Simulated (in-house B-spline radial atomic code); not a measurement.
# Re³⁰⁺: ionisation energy by several methods

Wanted: one ionisation energy, Re³⁰⁺ to configuration [Kr] 4d8, up the ladder of functionals.

The numbers are computed with in-house B-spline radial atomic code version 1 (Dirac-Coulomb, several functionals; spherical all-electron atom at the radial basis limit), except any that are marked as measured or tabulated.

**1. What is computed**

```
element       : rhenium (Z = 75)
charge        : +30
electrons     : 45
configuration : [Kr] 4d9
nucleus       : Fermi, rms radius 5.370 fm
```

The outer shells:

[Kr] 4d9
```
[Kr] core
4d [↑↓][↑↓][↑↓][↑↓][↑ ]
```

The boxes only draw the filling; these runs are spin-restricted and spherical.

**2. PBE**

Settings, as recorded:

```ini
Z = 75
electrons = 45.0
configuration = [Kr] 4d9
hamiltonian = dirac
method = pbe,pbe
spin_polarised = False
nucleus = fermi
rms_radius = 5.3698
mass_number = 187
atomic_mass = 186.955752217
speed_of_light = 137.035999084
```

**3. LDA (VWN5)**

The settings differ from step 2 so:

```diff
@@ -4,3 +4,3 @@
 hamiltonian = dirac
-method = pbe,pbe
+method = lda,vwn
 spin_polarised = False
```

Before running: The tabulated ionisation energy is 1242 ± 4 eV (tabulated theoretical; NIST Atomic Spectra Database). What does each method give, and which comes nearest?

The runs gave:

| method | rung | total energy (hartree) | ΔSCF (eV) | with Breit, QED, recoil (eV) | −ε highest (eV) | corrected ΔSCF less tabulated (eV) |
| --- | --- | --- | --- | --- | --- | --- |
| LDA (VWN5) | LDA | -16258.3652 | 1253.49 | 1252.89 | 1220.27 (4d5/2) | +10.89 |
| PBE | GGA | -16268.4944 | 1253.67 | 1253.06 | 1220.49 (4d5/2) | +11.06 |

**Reading.** Against the tabulated ionisation energy, 1242 ± 4 eV (tabulated theoretical; NIST Atomic Spectra Database), the best here is LDA (VWN5) (+10.89 eV) and the worst PBE (+11.06 eV, or 0.89 %). All methods miss on the same side by much the same amount, which points to something that they share. Open shells are averaged (over orientations, and over spins where the run is restricted), while tables refer to the lowest levels.

Members of this set that are not shown: 2 used exact exchange with fractional occupations of an open shell, which is unsound here.
